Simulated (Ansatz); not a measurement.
Run this with Ansatz 0.2.0 through its Python package and show what comes out.

The script, `run_states.py`:
```python
"""Does a wider search find a lower mean-field state of AlH5SeSi?"""

import ansatz as az
from ase import Atoms
import numpy as np

config = {
    "basis_set": "def2-SVP",
    "functional": "PBE0",
}

atoms = Atoms(["Al", "Se", "Si", "H", "H", "H", "H", "H"], positions=[
    (-0.5908, 1.0003, -1.4064),
    (0.295, -1.1618, -1.2414),
    (0.4764, -0.9107, 1.0032),
    (-2.1415, 1.265, -1.2759),
    (0.322, 2.298, -1.6411),
    (1.0945, -2.118, 1.5877),
    (-0.7884, -0.6786, 1.6168),
    (1.425, 0.2488, 1.3013),
])
geometry = az.Crystal.molecule_from_ase(atoms)
symbols = [site.symbol for site in geometry.cartesian_sites]

start = np.array([site.position_ang for site in geometry.cartesian_sites])
for factor in [1.0, 1.3]:
    xyz = (start - start.mean(axis=0)) * factor
    scaled = az.Crystal.molecule()
    for symbol, place in zip(symbols, xyz):
        scaled = scaled.atom(symbol, place.tolist())
    job = scaled.calculation()
    job = job.basis(gaussian=config["basis_set"])
    job = job.functional(config["functional"]).spin("collinear")
    for search in ("off", "standard"):
        try:
            r = job.scf(lower_state_search=search).run().report
        except az.AnsatzError as error:
            print(f"x{factor} search {search}: {type(error).__name__}")
            continue
        state = r["mean_field"]["state"]
        print(f"all distances x{factor}, search {search:8s} E = {r['free_energy_ev']:.5f} eV  <S^2> = {abs(state['spin_squared']):.3f}  other states met: {len(r['mean_field']['others'])}")
```

```console
$ python run_states.py
all distances x1.0, search off      E = -79879.62192 eV  <S^2> = 0.000  other states met: 0
all distances x1.0, search standard E = -79879.62192 eV  <S^2> = 0.000  other states met: 0
all distances x1.3, search off      E = -79872.42205 eV  <S^2> = 0.000  other states met: 0
all distances x1.3, search standard E = -79872.42205 eV  <S^2> = 0.000  other states met: 2
```

Caveats:
- Total energies depend on the basis set; only differences at equal settings carry meaning.
- The count of other states can hold repeated and symmetry-equivalent ends of the search; scaling all distances is a test, and for more than two atoms no physical path.
- The geometry comes from a force field and isn't relaxed at this level.
- Finished in 21 s on 1 thread of Arm Neoverse V1, on a shared host, peak memory 0.34 GiB.
